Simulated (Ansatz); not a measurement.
A nudged elastic band was laid between two geometries of a periodic cell of 17 atoms, Si (host Si, host structure diamond, interstitial Si).

All numbers below come from DFT PBE-D3(BJ), scalar-relativistic, plane waves, PAW in Ansatz 0.2.0. Settings: PAW set soft_1, cutoff 420 eV, k mesh 2x2x2, gaussian smearing 0.02 eV, no spin polarisation.

| Quantity | Value |
| --- | --- |
| movable images | 5 |
| climbing image | yes |
| spring | 5.0 eV/Å² |
| optimiser | quadratic models (default) |
| start path | IDPP |
| force threshold | 0.03 eV/Å |
| iteration limit | 80 |
| end points | relaxed |

Initial state:

```xyz
17
Lattice="0.0000 5.4300 5.4300 5.4300 0.0000 5.4300 5.4300 5.4300 0.0000" Properties=species:S:1:pos:R:3
Si -0.006 -0.003 -0.001
Si 1.330 1.331 1.331
Si 2.713 2.713 -0.033
Si 4.093 4.093 1.336
Si 2.713 -0.033 2.713
Si 4.094 1.335 4.094
Si 5.462 2.715 2.716
Si 6.783 4.076 4.076
Si -0.034 2.714 2.714
Si 1.333 4.096 4.096
Si 2.714 5.462 2.716
Si 4.076 6.782 4.077
Si 2.714 2.716 5.462
Si 4.077 4.077 6.782
Si 5.431 5.430 5.430
Si 6.784 6.784 6.784
Si 2.709 2.712 2.714
```

Final state:

Only the atoms that move by more than 0.05 Å are listed.
```
Si17 1.361 4.071 1.362
```

(1) What changes between the two ends?

(2) Give the energies along the band, and the barrier.

(3) What is the geometry of the highest image?

Results:

(1) Contacts lost: Si6–Si17. Contacts made: Si15–Si17. The atom that moves furthest is Si17, by 2.34 Å.

(2) The forces met the threshold. The highest image is number 3 of 0 to 6, 0.30 eV above the ends, which have the same energy within 2 meV. By the program's own check the climbing image is of a kind that is not told: the force calls were inconclusive, a negative curvature could not be distinguished from the path's own, the only one lies far off the path, or fixed occupations may fill a level only in part (lowest curvatures found: -0.26 and 0.72 eV/Å²). Limits of this set-up: coarse k mesh.

```csv
image,path coordinate (Å),energy (eV),Si6–Si17 (Å),Si15–Si17 (Å)
0,0.00,0.00,2.39,4.70
1,0.56,0.11,2.45,4.25
2,1.12,0.28,2.61,3.78
3,1.68,0.30,3.11,3.17
4,2.25,0.28,3.73,2.65
5,2.82,0.12,4.23,2.45
6,3.39,0.00,4.70,2.39
```

(3) 
```xyz
17
Lattice="0.0000 5.4300 5.4300 5.4300 0.0000 5.4300 5.4300 5.4300 0.0000" Properties=species:S:1:pos:R:3:forces:R:3
Si -0.211 0.210 -0.210 -0.01 0.00 0.00
Si 1.267 1.249 1.266 0.00 -0.01 0.01
Si 2.806 2.628 -0.096 -0.01 0.00 -0.01
Si 4.178 4.165 1.268 0.02 -0.01 0.00
Si 2.647 -0.027 2.648 0.00 -0.01 0.00
Si 3.845 1.585 3.846 -0.01 0.01 -0.01
Si 5.456 2.783 2.647 0.01 0.00 0.00
Si 6.856 4.003 4.054 0.00 0.00 -0.01
Si -0.099 2.625 2.807 -0.01 0.00 -0.01
Si 1.268 4.165 4.181 0.00 -0.01 0.01
Si 2.806 5.527 2.803 -0.02 0.01 0.00
Si 4.275 6.583 4.278 0.00 0.00 0.00
Si 2.647 2.783 5.458 0.01 0.00 0.01
Si 4.053 4.003 6.857 -0.01 0.00 0.00
Si 5.648 5.212 5.648 0.00 0.00 0.01
Si 6.856 6.807 6.857 0.00 0.01 0.00
Si 2.045 3.377 2.052 0.03 0.01 0.00
```

The run took 5.2 min on 1 thread of Intel(R) Xeon(R) 6975P-C (Granite Rapids) (shared host), peak memory 0.89 GiB.
